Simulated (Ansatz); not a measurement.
Runs of Ansatz 0.2.0 on CsSi2. The structure is hexagonal, space group P-6m2 (No. 187). The conventional cell has a = 6.372 Å, b = 6.372 Å, c = 4.479 Å, α = 90.00°, β = 90.00°, γ = 120.00°. Cs (site symmetry -6m2) is surrounded by 6 Si at 3.85 Å. Si (site symmetry 3m) is surrounded by 2 Si at 2.24 Å. The cell was built by a generator and needn't be a form met in nature.

| task | level | cell | k mesh | screening (1/Å) | share of exact exchange | mesh quality | gap on the mesh (eV) | pressure (GPa) | relaxed volume (Å³/atom) | largest force (eV/Å) |
| --- | --- | --- | --- | --- | --- | --- | --- | --- | --- | --- |
| single point | HSE06 form with a typed share of exact exchange | as given | 3 × 3 × 3 | 0.6 | 0.25 | coarse | none | - | - | (b) |
| relaxation of cell and atoms | PBE | relaxed | 5 × 5 × 6 | - | - | not flagged | none | 0.0 | 51.30 | - |
| relaxation of cell and atoms | RPBE | relaxed | 5 × 5 × 6 | - | - | not flagged | none | 0.0 | (c) | - |
| single point | HSE06 form with a typed share of exact exchange | as given | 3 × 3 × 3 | 0.4 | 0.25 | coarse | none | - | - | 0.03 |
| relaxation of cell and atoms | LDA | relaxed | 5 × 5 × 6 | - | - | not flagged | none | 0.0 | 46.67 | 0.01 |
| relaxation of cell and atoms | PBEsol | relaxed | 5 × 5 × 6 | - | - | not flagged | none | 0.0 | (a) | - |
| relaxation of cell and atoms | revPBE | relaxed | 5 × 5 × 6 | - | - | not flagged | none | 0.0 | 53.74 | - |
| relaxation of cell and atoms | BLYP | relaxed | 5 × 5 × 6 | - | - | not flagged | none | 0.0 | 58.17 | - |

Alike in all rows: potentials or basis Ansatz PAW; no spin polarisation; cutoff (eV) 420; smearing fermi-dirac 0.05 eV.

Fill in the values left out.

(a) 48.86; (b) 0.02; (c) 54.24.

Caveats: some runs use coarse meshes; the PAW data sets come from PBE, with cores solved anew for the run's functional, which leaves a small shift of forces and pressure (some runs); the plane-wave basis is chosen anew once the cell has moved, so the energies of steps on either side of that aren't comparable (some runs); the potentials were made for another functional, which shifts forces and pressure (some runs).

A k mesh can miss the band edges, and the runs leave out spin-orbit coupling on Cs.

A gap of «none» marks a metal or a gap under the smearing width.

Not every run made on this cell is shown here.
